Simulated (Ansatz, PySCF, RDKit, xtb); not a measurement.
**Which structure has the formula GaNHSF?**

Only the formula GaNHSF is given. Aim: find the structure of lowest free energy at 298.15 K, then its properties.

Plan: many cheap relaxations first (GFN2-xTB), then density-functional screening, relaxation at r2SCAN-D4/def2-SVP, vibrations and a final energy. The numbers are computed, not measured.

3 further runs of the same task are left out: 3 set aside as unsound or not needed.

### Step 1. Possible bonding patterns

All bonding patterns within simple valence rules are listed by program: one Lewis structure each, at most two rings and one unusual centre or charged pair. O–O, O–halogen and N–halogen bonds and N–N–N chains are not drawn. That gives 17 candidates.

c013 [F][Ga+][N-]S; c028 FS[NH][Ga]; c036 F/[SH]=[N]/[Ga]; c116 N=[S@](F)[Ga]; c140 F/[SH]=[N]\[Ga] (triplet); c174 FS[NH][Ga] (triplet); c245 [F][GaH][N]=S; c337 F/[SH]=[N]\[Ga]; c348 F/[SH]=[N]/[Ga] (triplet); c395 [NH-][Ga+][S]F; c427 [F][Ga]1[N]=[SH]1; c743 [F][Ga@@H-]1[N]=[S+]1; c887 FS[N-][GaH+]; c888 N=[S@](F)[Ga] (triplet); c901 [F][Ga]1[NH][S]1; c944 N#[S][GaH][F]; c984 F[S@@]1=[N][GaH]1.

Candidates are built by distance geometry, with a force field where one applies, in up to four conformers (letters a to d). 14 starts with atoms placed at random are added, to find patterns that the rules miss.

Q: Predict the outcome of this search (final energies at r2SCAN-D4/def2-SVP).

| quantity | value |
| --- | --- |
| lowest structure found | [F][Ga][NH][S], triplet, Cs |
| next finalist | [NH][S][Ga][F], triplet, 7.3 kcal/mol higher in G |
| share at equilibrium, among the finalists | 100.0 % |
| harmonic wavenumbers, lowest and highest (r2SCAN-D4/def2-SVP) | 97 and 3522 cm⁻¹ |
| rotational constants, same geometry | 0.275, 0.06683, 0.05376 cm⁻¹ |
| dipole moment (PBE0/def2-TZVPD) | 3.57 D |
| HOMO energy (highest over α and β) (PBE0/def2-TZVPD) | -6.64 eV |
| LUMO energy (lowest over α and β) (PBE0/def2-TZVPD) | -4.09 eV |
| lowest excitation (TD-B3LYP/def2-SVPD) | 1.45 eV (f = 0.000) |
| strongest of the states computed, same level | 1.85 eV (f = 0.131) |
| vertical ionisation energy (to the doublet cation) | 8.48 eV |
| vertical electron affinity | 2.33 eV |
| vertical singlet less triplet | +0.96 eV |

The search ends on `[F][Ga][NH][S]`. The margin of 7.3 kcal/mol over the next finalist is beyond the usual error of the last level; it says nothing of structures that weren't ranked. HF/STO-3G and r2SCAN-D4/def2-SVP already put its bonding pattern lowest among the structures in one piece. A large T1 diagnostic among the finalists warns that one reference determinant may not suffice. It concerns: the finalist [F][Ga+][N-]S (singlet). A candidate that fell apart on refinement lay below the next finalist; fragments are not ranked, and their entropy would favour them further. A loose complex, c352, lay +5.9 kcal/mol from the best structure in one piece at the screening level; it was neither relaxed nor ranked, and may be the true minimum. The stability test raises a flag; for an open shell a flag towards a general spinor solution can be the free rotation of the spin. Lowest found is not proven lowest: the search is finite, and each finalist counts with one conformer.
